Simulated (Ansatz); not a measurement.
# CdTe (zinc blende): the cost of one run

Program: Ansatz 0.2.0. Level of theory: DFT LDA, scalar-relativistic, plane waves, PAW. These are calculated values, not measurements.

## (1) The starting structure

Symmetry: F-43m, No. 216, cubic system. The conventional cell has a = 6.648 Å, b = 6.648 Å, c = 6.648 Å, α = 90.00°, β = 90.00°, γ = 90.00°. Cd (site symmetry -43m) has 4 Te at 2.88 Å as nearest neighbours. Around Te (site symmetry -43m) lie 4 Cd at 2.88 Å.

Coordinates:

```xyz
2
Lattice="0.0000 3.3242 3.3242 3.3242 0.0000 3.3242 3.3242 3.3242 0.0000" Properties=species:S:1:pos:R:3 pbc="T T T"
Cd    0.0000    0.0000    0.0000
Te    1.6621    1.6621    1.6621
```

## (2) Volume × 1.08

input.yaml reads:

```yaml
crystal:
  lattice:
    - [0.0, 3.3241932403, 3.3241932403]
    - [3.3241932403, 0.0, 3.3241932403]
    - [3.3241932403, 3.3241932403, 0.0]
  atoms:
    - { symbol: Cd, position: [0.0, 0.0, 0.0] }
    - { symbol: Te, position: [0.25, 0.25, 0.25] }
scf:
  occupations: { method: gaussian, width: 0.02 }
output:
  forces: true
  stress: true
  eigenvalues: true
  write_density: true
  write_potential: true
  elf: true
  volumetric_format: npy
hamiltonian:
  xc: lda
basis:
  ecutwfc: 450
kpoints:
  mp_grid: { grid: [10, 10, 10] }
```

Run with:

```bash
> ansatz run input.yaml --threads 1 --pin off --max-ram 2867MiB --backend cpu --events-out ev --progress --plain --runs-dir out
```

What time and memory should one allow on 1 thread of Intel Xeon at 2.30GHz, shared host?

About 9.2 s, with a peak of 0.46 GiB.
